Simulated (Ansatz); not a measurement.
# C2F4O (trifluoroacetyl fluoride) at B3LYP/6-31G(d) (Cartesian functions)

What is the vertical ionisation energy of C2F4O (trifluoroacetyl fluoride) at B3LYP/6-31G* (Cartesian functions)? 

The results are computed with Ansatz 0.2.0.

51 further runs of the same task are left out: 51 set aside as unsound or not needed.

**1. Starting point**

C2F4O has 7 atoms, charge 0, and is taken as a singlet. SMILES: `O=C(F)C(F)(F)F`. The shape is that of a PBE0-D4/def2-TZVP optimisation.

Bond lengths: O1–C2 1.172 Å, C2–F3 1.326 Å, C2–C4 1.542 Å, C4–F5 1.330 Å, C4–F6 1.330 Å, C4–F7 1.318 Å. Angles: O1–C2–F3 124.0°, O1–C2–C4 126.4°, F3–C2–C4 109.5°, C2–C4–F5 109.8°, C2–C4–F6 109.8°, C2–C4–F7 110.2°, F5–C4–F6 108.7°, F5–C4–F7 109.1°, F6–C4–F7 109.1°.

**2. The energy at B3LYP/6-31G(d) (Cartesian functions)**

Input file run.yaml:

```yaml
basis:
  gaussian: {orbitals: "6-31G*"}
crystal:
  periodic: [false, false, false]
  atoms:
    - {symbol: O, position_ang: [1.061180, -1.396170, 0.701140]}
    - {symbol: C, position_ang: [0.088980, -0.798110, 0.435150]}
    - {symbol: F, position_ang: [-1.136840, -1.201010, 0.739860]}
    - {symbol: C, position_ang: [0.018150, 0.551850, -0.306440]}
    - {symbol: F, position_ang: [-0.697880, 0.418270, -1.418740]}
    - {symbol: F, position_ang: [-0.564330, 1.461580, 0.468830]}
    - {symbol: F, position_ang: [1.230750, 0.963590, -0.619810]}
output: {orbitals: {seedname: orbitals}}
accuracy: high
hamiltonian: {xc: {name: B3LYP}}
```

Started as:

```console
$ ansatz run run.yaml --threads 1 --pin off --max-ram 3480MiB --events-out events.jsonl --progress --plain --runs-dir runs
```

Output:

```text
Warning: RAYON_NUM_THREADS=1 ignored (pool sized by the plan → 1); use --threads N
Functional definition: B3LYP
  name "B3LYP"
  parameter a0 = 0.2
  parameter ax = 0.72
  parameter ac = 0.81
  exchange = (1 - a0 - ax)*slater_x + ax*b88_x + a0*exact_x
  correlation = (1 - ac)*vwn_rpa_c + ac*lyp_c
2262 factors; integrals over basis functions are off by at most 3.2e-9 eV
mean field evaluation 1: about -14981.9752 eV, gradient 6.0e1 eV
mean field evaluation 2: about -14964.1454 eV, gradient 1.2e2 eV
mean field evaluation 4: about -14987.5435 eV, gradient 6.6e0 eV
mean field evaluation 8: about -14987.6877 eV, gradient 1.1e-1 eV
mean field evaluation 16: about -14987.6878 eV, gradient 2.6e-5 eV
mean field -14987.68775019 eV, -550.7873657999 hartree, gradient 2.3e-8 eV, S^2 0.000000; 0 other end points of the search recorded, 0 dependent functions left out
reference -14987.68777276 eV, -550.7873666292 hartree; 28, 28 occupied and 77, 77 virtual orbitals, 2262 factors
Total energy: -14987.68777276 eV, -550.7873666292 hartree
```

Wall time 8.7 s (1 thread of Arm Neoverse V2, shared host); peak memory 0.39 GiB.

**3. The doublet cation, same level**

Input file input.yaml:

```yaml
crystal:
  periodic: [false, false, false]
  atoms:
    - {symbol: O, position_ang: [1.061180, -1.396170, 0.701140]}
    - {symbol: C, position_ang: [0.088980, -0.798110, 0.435150]}
    - {symbol: F, position_ang: [-1.136840, -1.201010, 0.739860]}
    - {symbol: C, position_ang: [0.018150, 0.551850, -0.306440]}
    - {symbol: F, position_ang: [-0.697880, 0.418270, -1.418740]}
    - {symbol: F, position_ang: [-0.564330, 1.461580, 0.468830]}
    - {symbol: F, position_ang: [1.230750, 0.963590, -0.619810]}
basis:
  gaussian:
    orbitals: "6-31G*"
total_charge: 1
magnetization:
  spin_polarized: true
  initial_magnetization: 1
hamiltonian:
  xc: {name: B3LYP}
accuracy: high
output: {orbitals: {seedname: orbitals}}
```

Started as:

```console
$ ansatz run input.yaml --threads 1 --pin off --max-ram 3480MiB --events-out events.jsonl --progress --plain --runs-dir runs
```

Output:

```text
Warning: RAYON_NUM_THREADS=1 ignored (pool sized by the plan → 1); use --threads N
Functional definition: B3LYP
  name "B3LYP"
  parameter a0 = 0.2
  parameter ax = 0.72
  parameter ac = 0.81
  exchange = (1 - a0 - ax)*slater_x + ax*b88_x + a0*exact_x
  correlation = (1 - ac)*vwn_rpa_c + ac*lyp_c
2262 factors; integrals over basis functions are off by at most 3.2e-9 eV
mean field evaluation 1: about -14968.8966 eV, gradient 4.7e1 eV
mean field evaluation 2: about -14955.4609 eV, gradient 8.2e1 eV
mean field evaluation 4: about -14974.8921 eV, gradient 9.3e0 eV
mean field evaluation 8: about -14975.2887 eV, gradient 5.7e-1 eV
mean field evaluation 16: about -14975.2908 eV, gradient 7.3e-4 eV
mean field -14975.29080850 eV, -550.3317865956 hartree, gradient 9.4e-8 eV, S^2 0.756343; 0 other end points of the search recorded, 0 dependent functions left out
reference -14975.29083059 eV, -550.3317874074 hartree; 28, 27 occupied and 77, 78 virtual orbitals, 2262 factors
Total energy: -14975.29083059 eV, -550.3317874074 hartree
```

Run time: 16 s. Hardware: 1 thread of Arm Neoverse V2, shared host; peak memory 0.55 GiB.

**4. Outcome**

Level: B3LYP/6-31G* (Cartesian functions).

| quantity | value |
| --- | --- |
| singlet C2F4O: total energy | -550.78737 Eh |
| singlet C2F4O: HOMO energy | -9.33 eV |
| singlet C2F4O: LUMO energy | -1.59 eV |
| singlet C2F4O: HOMO–LUMO gap | 7.74 eV |
| doublet cation: total energy | -550.33179 Eh |
| doublet cation: HOMO energy (highest over α and β) | -18.16 eV |
| doublet cation: LUMO energy (lowest over α and β) | -15.40 eV |
| doublet cation: ⟨S²⟩ | 0.756 |
| vertical ionisation energy (to the doublet cation) | 12.397 eV |

In words: Removing an electron at fixed nuclei costs 12.40 eV (286 kcal/mol). The negative HOMO energy of the first species, 9.33 eV, lies 3.07 eV below that difference.
